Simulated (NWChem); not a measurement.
**the pair C2H5N···BClF2: a chain of runs**

We compute the energy (singlet C2H5BClF2N, wB97X-D3/def2-SVP), then the energy (singlet C2H5N, wB97X-D3/def2-SVP), then a single-point energy (singlet BClF2, wB97X-D3/def2-SVP), then the energy (singlet C2H5N, wB97X-D3/def2-SVP), then the energy (singlet BClF2, wB97X-D3/def2-SVP) of C2H5BClF2N and its partners. 

Program for the calculation: NWChem 7.3.0.

**1. Starting point**

C2H5BClF2N has 12 atoms, charge 0, and is taken as a singlet. The two molecules were placed rigidly side by side, at 0.8 times their contact distance; the pair isn't optimised.

Bond lengths: C1–C2 1.493 Å, C2–N3 1.263 Å, F9–B10 1.310 Å, B10–F11 1.310 Å, B10–Cl12 1.740 Å, C1–H4 1.094 Å, C1–H5 1.092 Å, C1–H6 1.094 Å, C2–H7 1.095 Å, N3–H8 1.023 Å. Some angles: C1–C2–N3 127.9°, F9–B10–F11 119.0°, F9–B10–Cl12 120.5°, F11–B10–Cl12 120.5°, C1–C2–H7 115.5°, N3–C2–H7 116.6°, C2–C1–H4 110.3°, C2–C1–H5 111.6°, C2–C1–H6 110.3°, C2–N3–H8 110.6°.

**2. A single-point energy at wB97X-D3/def2-SVP (run 1)**

Input file job.nw:

```
start job
title "C2H5BClF2N energy"
memory total 2200 mb
geometry units angstrom noautosym nocenter noautoz
   C     -0.471200     0.591890    -0.316000
   C      0.663100    -0.171010     0.284300
   N      0.697800    -1.395010     0.593600
   H     -0.168400     1.032790    -1.270700
   H     -1.342300    -0.045410    -0.480200
   H     -0.756700     1.422790     0.336400
   H      1.571900     0.409690     0.476500
   H     -0.194200    -1.845710     0.376100
   F     -0.786690    -2.138200     2.444800
   B     -1.834350    -1.778380     3.144960
   F     -2.253760    -0.539340     3.069640
   Cl    -2.655770    -2.928530     4.159340
end
basis "ao basis" spherical bse
   C library def2-SVP
   N library def2-SVP
   H library def2-SVP
   F library def2-SVP
   B library def2-SVP
   Cl library def2-SVP
end
dft
   xc wb97x-d3
   mult 1
   grid fine
   convergence energy 1e-08
   iterations 100
   mulliken
   print low
end
task dft energy
```

The run is started by

```sh
$ nwchem job.nw > job.out
```

Output:

```text
[...]
 d= 0,ls=0.0,diis     1   -818.1948492486 -1.15D+03  9.68D-03  1.15D+00     5.6
[...]
 d= 0,ls=0.0,diis    11   -818.3348461559 -4.23D-09  3.16D-07  1.18D-09    68.7
         Total DFT energy =     -818.334846155940
      One electron energy =    -1786.703563574398
           Coulomb energy =      709.310906682198
    Exchange-Corr. energy =      -72.819156314929
 Nuclear repulsion energy =      331.879521321992
    Dispersion correction =       -0.002554270804
[...]
      Total Density - Mulliken Population Analysis
     ---------------------------------------------
    Atom       Charge   Shell Charges
 -----------   ------   -------------------------------------------------------
    1 C    6     6.03   1.99  0.89  0.11  2.14  0.87  0.03
    2 C    6     6.12   1.99  0.92  0.28  2.04  0.83  0.06
    3 N    7     7.14   1.99  1.04  0.50  2.33  1.25  0.03
    4 H    1     0.94   0.74  0.18  0.02
    5 H    1     0.97   0.74  0.20  0.02
    6 H    1     0.94   0.74  0.18  0.02
    7 H    1     0.96   0.76  0.18  0.02
    8 H    1     0.90   0.74  0.12  0.04
    9 F    9     9.07   1.99  1.14  0.72  3.37  1.86  0.01
   10 B    5     4.74   1.99  0.73 -0.01  1.48  0.27  0.28
[...]
```

Wall time 69 s (1 thread of Intel Xeon 6975P-C (Granite Rapids), shared host); peak memory 0.13 GiB.

**3. C2H5N: a single-point energy at wB97X-D3/def2-SVP (run 2)**

Input file c2h5n.nw:

```
start c2h5n
memory total 2200 mb

geometry noautosym nocenter noautoz
C     -0.471200     0.591890    -0.316000
C      0.663100    -0.171010     0.284300
N      0.697800    -1.395010     0.593600
H     -0.168400     1.032790    -1.270700
H     -1.342300    -0.045410    -0.480200
H     -0.756700     1.422790     0.336400
H      1.571900     0.409690     0.476500
H     -0.194200    -1.845710     0.376100
end

basis spherical bse
* library def2-SVP
end

dft
xc wb97x-d3
grid fine
convergence energy 1e-08
iterations 100
mulliken
noprint "final vectors analysis"
end

task dft energy
```

The run is started by

```sh
$ nwchem c2h5n.nw > c2h5n.out
```

Output:

```text
[...]
          Wavefunction type:  closed shell.
          No. of atoms     :     8
          No. of electrons :    24
[...]
          Charge           :     0
          Spin multiplicity:     1
[...]
          AO basis - number of functions:    67
[...]
              XC Information
              --------------
                    wb97x-d3  Method XC Functional
                     Hartree-Fock (Exact) Exchange  1.000
                      wb97x-d3 Exchange Functional  1.000
                   wb97x-d3 Correlation Functional  1.000
[...]
 d= 0,ls=0.0,diis     1   -133.7606335820 -2.05D+02  1.13D-02  3.75D-01     1.7
[...]
 d= 0,ls=0.0,diis    10   -133.8128705636 -2.45D-09  8.00D-07  7.42D-10    15.3
         Total DFT energy =     -133.812870563568
      One electron energy =     -320.093461281697
           Coulomb energy =      134.668609789697
    Exchange-Corr. energy =      -19.546944730202
 Nuclear repulsion energy =       71.159689143608
    Dispersion correction =       -0.000763484973
[...]
      Total Density - Mulliken Population Analysis
     ---------------------------------------------
    Atom       Charge   Shell Charges
 -----------   ------   -------------------------------------------------------
    1 C    6     6.03   1.99  0.89  0.11  2.14  0.87  0.03
    2 C    6     6.11   1.99  0.92  0.28  2.03  0.82  0.06
    3 N    7     7.15   1.99  1.04  0.50  2.33  1.27  0.03
    4 H    1     0.94   0.74  0.18  0.02
    5 H    1     0.97   0.74  0.20  0.02
    6 H    1     0.94   0.74  0.18  0.02
    7 H    1     0.96   0.76  0.18  0.02
    8 H    1     0.90   0.74  0.12  0.04
[...]
```

Run time: 16 s. Hardware: 1 thread of Intel Xeon 6975P-C (Granite Rapids), shared host; peak memory 0.12 GiB.

**4. BClF2: a single-point energy at wB97X-D3/def2-SVP (run 3)**

Input file job.nw:

```
start job
title "BClF2 energy"
memory stack 880 mb heap 220 mb global 1100 mb
charge 0

geometry units au noautosym nocenter noautoz
F   -1.48662864  -4.04061240   4.62000243
B   -3.46641912  -3.36065115   5.94311307
F   -4.25898915  -1.01920489   5.80077890
Cl  -5.01867795  -5.53411965   7.86001346
end

basis spherical bse
F library def2-SVP
B library def2-SVP
Cl library def2-SVP
end

dft
xc wb97x-d3
grid fine
convergence energy 1e-08
maxiter 100
mulliken
noprint "final vectors analysis"
end

task dft energy
```

The run is started by

```sh
$ nwchem job.nw > job.out
```

Output:

```text
[...]
          Wavefunction type:  closed shell.
          No. of atoms     :     4
          No. of electrons :    40
[...]
          Charge           :     0
          Spin multiplicity:     1
[...]
          AO basis - number of functions:    60
[...]
              XC Information
              --------------
                    wb97x-d3  Method XC Functional
                     Hartree-Fock (Exact) Exchange  1.000
                      wb97x-d3 Exchange Functional  1.000
                   wb97x-d3 Correlation Functional  1.000
[...]
 d= 0,ls=0.0,diis     1   -684.4396852541 -8.27D+02  1.53D-02  7.53D-01     0.8
[...]
 d= 0,ls=0.0,diis     9   -684.5251872878 -1.47D-09  7.59D-07  9.45D-10     6.8
         Total DFT energy =     -684.525187287849
      One electron energy =    -1229.376640007499
           Coulomb energy =      455.983225339430
    Exchange-Corr. energy =      -53.267648850805
 Nuclear repulsion energy =      142.136027549934
    Dispersion correction =       -0.000151318909
[...]
      Total Density - Mulliken Population Analysis
     ---------------------------------------------
    Atom       Charge   Shell Charges
 -----------   ------   -------------------------------------------------------
    1 F    9     9.08   1.99  1.13  0.71  3.37  1.87  0.01
    2 B    5     4.74   1.99  0.73 -0.01  1.48  0.27  0.28
    3 F    9     9.08   1.99  1.13  0.71  3.37  1.87  0.01
    4 Cl  17    17.10   2.00  1.98  1.25  0.67  5.93  2.18  3.06  0.02
[...]
```

Run time: 7.5 s. Hardware: 1 thread of Intel Xeon 6975P-C (Granite Rapids), shared host; peak memory 0.11 GiB.

**5. C2H5N among ghost functions: the energy at wB97X-D3/def2-SVP (with ghost functions) (run 4)**

Input file nw.nw:

```
start nw
title "C2H5N"
memory total 2200 mb

geometry units atomic noautosym nocenter noautoz
  C     -0.89043895     1.11851000    -0.59715346
  C      1.25307739    -0.32316206     0.53724914
  N      1.31865089    -2.63618684     1.12174143
  H     -0.31822988     1.95169024    -2.40127499
  H     -2.53657938    -0.08581246    -0.90744649
  H     -1.42995576     2.68868343     0.63570387
  H      2.97046050     0.77420190     0.90045450
  H     -0.36698481    -3.48788641     0.71072600
  bqF     -1.486629    -4.040612     4.620002
  bqB     -3.466419    -3.360651     5.943113
  bqF     -4.258989    -1.019205     5.800779
  bqCl    -5.018678    -5.534120     7.860013
end

basis "ao basis" spherical bse
  C library def2-SVP
  N library def2-SVP
  H library def2-SVP
  bqF library F def2-SVP
  bqB library B def2-SVP
  bqCl library Cl def2-SVP
end

dft
  xc wb97x-d3
  grid fine
  convergence energy 1e-08
  iterations 100
  mulliken
  print low
end

task dft
```

The run is started by

```sh
$ nwchem nw.nw > nw.out
```

Output:

```text
[...]
 d= 0,ls=0.0,diis     1   -133.7616611178 -2.05D+02  5.94D-03  3.74D-01     4.5
[...]
 d= 0,ls=0.0,diis    10   -133.8138341712 -2.58D-09  4.33D-07  7.70D-10    55.2
         Total DFT energy =     -133.813834171220
      One electron energy =     -320.072254658180
           Coulomb energy =      134.643688495662
    Exchange-Corr. energy =      -19.544188494558
 Nuclear repulsion energy =       71.159683970932
    Dispersion correction =       -0.000763485076
[...]
      Total Density - Mulliken Population Analysis
     ---------------------------------------------
    Atom       Charge   Shell Charges
 -----------   ------   -------------------------------------------------------
    1 C    6     6.03   1.99  0.89  0.11  2.14  0.87  0.03
    2 C    6     6.11   1.99  0.92  0.28  2.03  0.82  0.06
    3 N    7     7.15   1.99  1.04  0.50  2.33  1.26  0.03
    4 H    1     0.94   0.74  0.18  0.02
    5 H    1     0.97   0.74  0.20  0.02
    6 H    1     0.94   0.74  0.18  0.02
    7 H    1     0.96   0.76  0.18  0.02
    8 H    1     0.90   0.74  0.12  0.04
    9 X    0     0.00   0.00  0.00 -0.00 -0.00  0.00 -0.00
   10 X    0     0.01   0.00 -0.00  0.00 -0.00  0.01  0.00
[...]
```

It took 56 s on 1 thread of Intel Xeon 6975P-C (Granite Rapids), shared host; peak memory 0.12 GiB.

**6. BClF2 among ghost functions: the energy at wB97X-D3/def2-SVP (with ghost functions) (run 5)**

Input file calc.nw:

```
start calc
memory total 2200 mb
geometry units bohr noautosym nocenter noautoz
  F   -1.48662864  -4.04061240   4.62000243
  B   -3.46641912  -3.36065115   5.94311307
  F   -4.25898915  -1.01920489   5.80077890
  Cl  -5.01867795  -5.53411965   7.86001346
  bqC     -0.890439     1.118510    -0.597153
  bqC      1.253077    -0.323162     0.537249
  bqN      1.318651    -2.636187     1.121741
  bqH     -0.318230     1.951690    -2.401275
  bqH     -2.536579    -0.085812    -0.907446
  bqH     -1.429956     2.688683     0.635704
  bqH      2.970460     0.774202     0.900454
  bqH     -0.366985    -3.487886     0.710726
end
basis spherical bse
  F library def2-SVP
  B library def2-SVP
  Cl library def2-SVP
  bqC library C def2-SVP
  bqN library N def2-SVP
  bqH library H def2-SVP
end
dft
  xc wb97x-d3
  grid fine
  convergence energy 1e-08
  maxiter 100
  mulliken
  noprint "final vectors analysis"
end
task dft energy
```

The run is started by

```sh
$ nwchem calc.nw > calc.out
```

Output:

```text
[...]
          Wavefunction type:  closed shell.
          No. of atoms     :    12
          No. of electrons :    40
[...]
          Charge           :     0
          Spin multiplicity:     1
[...]
          AO basis - number of functions:   127
[...]
              XC Information
              --------------
                    wb97x-d3  Method XC Functional
                     Hartree-Fock (Exact) Exchange  1.000
                      wb97x-d3 Exchange Functional  1.000
                   wb97x-d3 Correlation Functional  1.000
[...]
 d= 0,ls=0.0,diis     1   -684.4411375162 -8.27D+02  7.25D-03  7.53D-01     4.2
[...]
 d= 0,ls=0.0,diis     9   -684.5267446373 -3.78D-09  4.27D-07  3.61D-09    49.2
         Total DFT energy =     -684.526744637302
      One electron energy =    -1229.322888241106
           Coulomb energy =      455.922854523550
    Exchange-Corr. energy =      -53.262587150771
 Nuclear repulsion energy =      142.136027549934
    Dispersion correction =       -0.000151318909
[...]
      Total Density - Mulliken Population Analysis
     ---------------------------------------------
    Atom       Charge   Shell Charges
 -----------   ------   -------------------------------------------------------
    1 F    9     9.08   1.99  1.13  0.72  3.37  1.86  0.01
    2 B    5     4.73   1.99  0.73 -0.01  1.48  0.26  0.28
    3 F    9     9.08   1.99  1.13  0.71  3.37  1.87  0.01
    4 Cl  17    17.09   2.00  1.98  1.25  0.67  5.93  2.18  3.06  0.02
    5 X    0    -0.00   0.00  0.00 -0.00 -0.00 -0.00 -0.00
    6 X    0     0.00   0.00 -0.00  0.00 -0.00  0.00 -0.00
    7 X    0     0.00  -0.00  0.00 -0.00  0.00  0.00  0.00
    8 X    0     0.00  -0.00  0.00 -0.00
    9 X    0     0.00  -0.00  0.00 -0.00
   10 X    0     0.00  -0.00  0.00 -0.00
[...]
```

Run time: 50 s. Hardware: 1 thread of Intel Xeon 6975P-C (Granite Rapids), shared host; peak memory 0.12 GiB.

**7. Summary of results**

```
                                                                                                                  quantity          value
                                                                                    run 1, wB97X-D3/def2-SVP: total energy  -818.33485 Eh
                                                                               run 1, wB97X-D3/def2-SVP: dispersion energy   -6.71 kJ/mol
                                                                                                       C2H5N: total energy  -133.81287 Eh
                                                                                                      C2H5N: dipole moment         2.47 D
                                                                                                  C2H5N: dispersion energy   -2.00 kJ/mol
                                                                                                       BClF2: total energy  -684.52519 Eh
                                                                                                      BClF2: dipole moment         0.16 D
                                                                                                  BClF2: dispersion energy   -0.40 kJ/mol
                                                                                 C2H5N among ghost functions: total energy  -133.81383 Eh
                                                                            C2H5N among ghost functions: dispersion energy   -2.00 kJ/mol
                                                                                 BClF2 among ghost functions: total energy  -684.52674 Eh
                                                                                BClF2 among ghost functions: dipole moment         0.24 D
                                                                            BClF2 among ghost functions: dispersion energy   -0.40 kJ/mol
              interaction energy of the rigid parts C2H5N and BClF2 (parts in their own basis; closest atoms 2.17 Å apart)       0.087 eV
interaction energy of the rigid parts C2H5N and BClF2 (parts in the whole basis, counterpoise; closest atoms 2.17 Å apart)       0.156 eV
```

**Reading.** The interaction energy of the rigid parts C2H5N and BClF2 (parts in their own basis; closest atoms 2.17 Å apart) is 0.09 eV (8.4 kJ/mol): the parts repel at this shape. Without counterpoise this holds the superposition error of the basis. The interaction energy of the rigid parts C2H5N and BClF2 (parts in the whole basis, counterpoise; closest atoms 2.17 Å apart) is 0.16 eV (3.6 kcal/mol): the parts repel at this shape. The basis-set superposition error is 6.6 kJ/mol. Mulliken charges (C2H5N) run from -0.15 on N3 to +0.10 on H8; they depend strongly on the basis. Mulliken charges (BClF2) run from -0.10 on Cl4 to +0.26 on B2.
